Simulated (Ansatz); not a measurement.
# C2N2O4: the cost of one run

Method: the levels named in each step, in Ansatz 0.2.0.

**1. Starting point**

Bond lengths: N1–N2 1.098 Å, O3–C4 1.143 Å, C4–O5 1.145 Å, O6–C7 1.145 Å, C7–O8 1.142 Å. Angles: O3–C4–O5 179.6°, O6–C7–O8 179.3°.

Coordinates:

```xyz
8

N    -1.3445    1.2497   -0.9966
N    -1.8595    0.8747   -1.8910
O     1.7283    1.7106   -1.1150
C     1.5565    1.0715   -0.1834
O     1.3915    0.4310    0.7508
O    -0.7061   -1.4909   -0.0010
C    -0.5358   -1.7435    1.1030
O    -0.3750   -2.0060    2.2028
```

**2. A rough first relaxation, PBE-D4/def2-SVP**

This run stands in another session on the same molecule. It ended at:

```xyz
8

N    -1.4403    1.1632   -0.9296
N    -2.1602    1.0909   -1.7732
O     1.7372    1.3023   -1.2322
C     1.5792    0.9899   -0.1127
O     1.4294    0.6816    1.0114
O    -0.2118   -1.6308   -0.1829
C    -0.4274   -1.7072    0.9704
O    -0.6507   -1.7928    2.1184
```

**3. Relaxation, PBE0-D4/def2-TZVPP**

This run stands in another session on the same molecule. It ended at:

```xyz
8

N    -1.4335    1.1980   -1.0137
N    -2.3285    1.0911   -1.6252
O     1.9077    1.3054   -1.2174
C     1.6396    1.0322   -0.1271
O     1.3778    0.7614    0.9676
O    -0.1251   -1.7709   -0.1528
C    -0.4341   -1.7617    0.9632
O    -0.7485   -1.7584    2.0750
```

**4. Frequencies, PBE0-D4/def2-TZVPP**

input.yaml reads:

```yaml
crystal:
  periodic: [false, false, false]
  atoms:
    - { symbol: "N", position_ang: [-1.43352253, 1.19796724, -1.01373839] }
    - { symbol: "N", position_ang: [-2.32851608, 1.09107298, -1.62520265] }
    - { symbol: O, position_ang: [1.90767249, 1.30541144, -1.21742262] }
    - { symbol: C, position_ang: [1.63959954, 1.03224928, -0.12710841] }
    - { symbol: O, position_ang: [1.37784329, 0.76141283, 0.96763716] }
    - { symbol: O, position_ang: [-0.12509798, -1.7709177, -0.15277721] }
    - { symbol: C, position_ang: [-0.43407885, -1.761714, 0.96320493] }
    - { symbol: O, position_ang: [-0.74846988, -1.75841208, 2.07502721] }
basis:
  gaussian: { orbitals: def2-TZVPP }
hamiltonian:
  xc: pbe0
  dispersion: d4
phonons: {}
```

The run is started by

```sh
$ ansatz run input.yaml --threads 4 --pin off --max-ram 10240MiB --backend cpu --events-out ev --progress --plain --runs-dir out
```

Q: Estimate wall time and peak memory on 4 threads of Arm Neoverse V2, shared host.

About 1.9 min, with a peak of 0.62 GiB.
